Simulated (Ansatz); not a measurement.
# InPH₆: taking an electron away

How much energy removes an electron from InPH₆ at fixed geometry? The cation is run at each level and the neutral's energy taken from earlier runs.

Method: unrestricted cation, the program's frozen cores in correlated methods; program: Ansatz 0.2.0, Gaussian basis.

The runs, in order: UKS PBE-D4/def2-TZVPP; UKS r2SCAN-D4/def2-TZVPP; UKS PBE0-D4/def2-TZVPP; UKS B3LYP-D4/def2-TZVPP; UKS wB97X-V/def2-TZVPP; UKS wB97M-V/def2-TZVPP; UKS B2PLYP/def2-TZVPP; UHF-CCSD(T)/def2-TZVPP; UHF-MP2/def2-QZVPP; extrapolation to the limit; then −ε(HOMO) from the neutral's earlier runs with LDA (SPW92), PBE-D4, revPBE-D4, BLYP-D4, r2SCAN-D4, B97M-V, PBE0-D4, B3LYP-D4, r2SCANh-D4, r2SCAN0-D4, HSE06-D4, BHLYP-D4, CAM-B3LYP-D4, LC-ωPBE, ωB97X-V, ωB97M-V.

## 1. Structure used throughout

The geometry comes from an earlier relaxation with PBE0-D4 in a triple-zeta def2 set; it is a stationary point, not always the lowest conformer. In takes the def2 core potential; no spin-orbit term is included.

8 atoms, charge 0, spin multiplicity 1.

Atoms are counted from 1 here; the program's logs count them from 0.

Bond lengths: P1–In2 2.782 Å, P1–H3 1.411 Å, P1–H4 1.411 Å, P1–H5 1.411 Å, In2–H6 1.731 Å, In2–H7 1.731 Å, In2–H8 1.731 Å. Angles: In2–P1–H3 119.8°, In2–P1–H4 119.6°, In2–P1–H5 119.7°, H3–P1–H4 97.6°, H3–P1–H5 97.6°, H4–P1–H5 97.6°, P1–In2–H6 95.3°, P1–In2–H7 95.1°, P1–In2–H8 95.2°, H6–In2–H7 119.2°, H6–In2–H8 119.2°, H7–In2–H8 119.2°.

## 2. Cation, UKS PBE-D4/def2-TZVPP

Contents of in.yaml:

```yaml
crystal:
  periodic: [false, false, false]
  atoms:
    - {symbol: P, position_ang: [-0.593320, 0.062630, -1.026568]}
    - {symbol: In, position_ang: [0.821967, -0.099876, 1.362800]}
    - {symbol: H, position_ang: [-1.997457, -0.077211, -1.021777]}
    - {symbol: H, position_ang: [-0.318927, -0.855735, -2.062063]}
    - {symbol: H, position_ang: [-0.526791, 1.240474, -1.800818]}
    - {symbol: H, position_ang: [0.023271, 1.240795, 2.111912]}
    - {symbol: H, position_ang: [2.376062, 0.140674, 0.638898]}
    - {symbol: H, position_ang: [0.307395, -1.708752, 1.741816]}
basis:
  gaussian: {orbitals: def2-TZVPP}
total_charge: 1
magnetization: {spin_polarized: true, initial_magnetization: 1}
hamiltonian: {xc: pbe, dispersion: d4}
```

After this run come: Cation, UKS r2SCAN-D4/def2-TZVPP; Cation, UKS PBE0-D4/def2-TZVPP; Cation, UKS B3LYP-D4/def2-TZVPP; Cation, UKS wB97X-V/def2-TZVPP; Cation, UKS wB97M-V/def2-TZVPP; Cation, UKS B2PLYP (frozen core)/def2-TZVPP; Cation, UHF-CCSD(T)/def2-TZVPP; Cation, UHF-MP2/def2-QZVPP.

Before running them: what should the planned runs give, taken together? Wanted: ionisation energy, CCSD(T)/CBS; nearest functional by difference; nearest −ε(HOMO); −ε(HOMO) of PBE; T1 of the cation.

As calculated:

| quantity | value |
| --- | --- |
| ionisation energy, CCSD(T)/CBS | 9.96 eV |
| nearest functional by difference | ωB97X-V (-0.01 eV) |
| nearest −ε(HOMO) | ωB97X-V (-0.01 eV) |
| −ε(HOMO) of PBE | 6.43 eV |
| T1 of the cation | 0.031 |

What this shows: Energy differences with functionals land within 0.47 eV of the reference. −ε(HOMO) of PBE misses by 3.5 eV, since self-interaction lifts the level. Among orbital estimates ωB97X-V comes nearest. Hartree-Fock falls 0.84 eV short, as the neutral has more correlation energy than the cation. The cation's T1 (from the report) is 0.031, near the customary mark of 0.045 for open shells, so the coupled-cluster value is less safe. Correlated methods include outer-core shells of In, which these sets cover unevenly. With outer-core shells in play the reference is unsure by up to some tenths of an eV, so close misses can't be ranked.
